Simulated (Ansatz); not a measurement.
BrFGe, SMILES [F][Ge][Br], a ladder of methods at one geometry

Computed with Ansatz 0.2.0 through its Python package.

Notebook, run cell by cell (the value of a cell's last expression is shown):

```python
from dataclasses import dataclass

import ansatz
```

```python
@dataclass(frozen=True)
class Options:
    basis: str = "def2-SVP"
```

```python
opts = Options()
```

```python
GEOMETRY = """
F    -0.82120    1.26300   -0.32070
Ge   -0.59050   -0.42770   -0.36660
Br    1.40070   -0.90010    0.67410
"""

geometry = ansatz.Crystal.molecule()
for line in GEOMETRY.strip().splitlines():
    symbol, *xyz = line.split()
    geometry = geometry.atom(symbol, [float(v) for v in xyz])
```

```python
calculation = (
    geometry.calculation()
    .basis(gaussian=opts.basis)
    .accuracy("medium")
    .scf(lower_state_search="off")
)
```

```python
methods = ["mp2", "ccsd", "ccsd_t"]
reports = [calculation.correlation(m).run().report for m in methods]
print(f"Hartree-Fock reference {reports[0]['reference_energy_ev'] / 27.211386246:.6f} Ha")
best = reports[-1]["free_energy_ev"] - reports[-1]["reference_energy_ev"]
for method, each in zip(methods, reports):
    gained = each["free_energy_ev"] - each["reference_energy_ev"]
    print(f"{method:8s} total {each['free_energy_ev'] / 27.211386246:.6f} Ha  correlation {gained:9.4f} eV  ({100 * gained / best:.1f} % of the last)")
```

    Hartree-Fock reference -4746.635420 Ha
    mp2      total -4747.256999 Ha  correlation  -16.9140 eV  (97.6 % of the last)
    ccsd     total -4747.257067 Ha  correlation  -16.9159 eV  (97.6 % of the last)
    ccsd_t   total -4747.272351 Ha  correlation  -17.3318 eV  (100.0 % of the last)

Caveats:
- The settings weren't tested for convergence.
- The geometry is a force-field or estimated start, not a minimum of this method, and the basis set is short of its limit. A lower total doesn't mark the better method: functionals have no common bound, and MP2 and coupled cluster aren't variational.
- Inner cores stay frozen; a filled d shell under the valence of the heavier atoms is correlated with it.
- Wall time of the script: 8.3 s on 1 thread of Intel(R) Xeon(R) Platinum 8259CL CPU @ 2.50GHz (Skylake/Cascade Lake) (shared host), peak memory 0.25 GiB.

(Lines on the test bed's own set-up are left out of the output.)
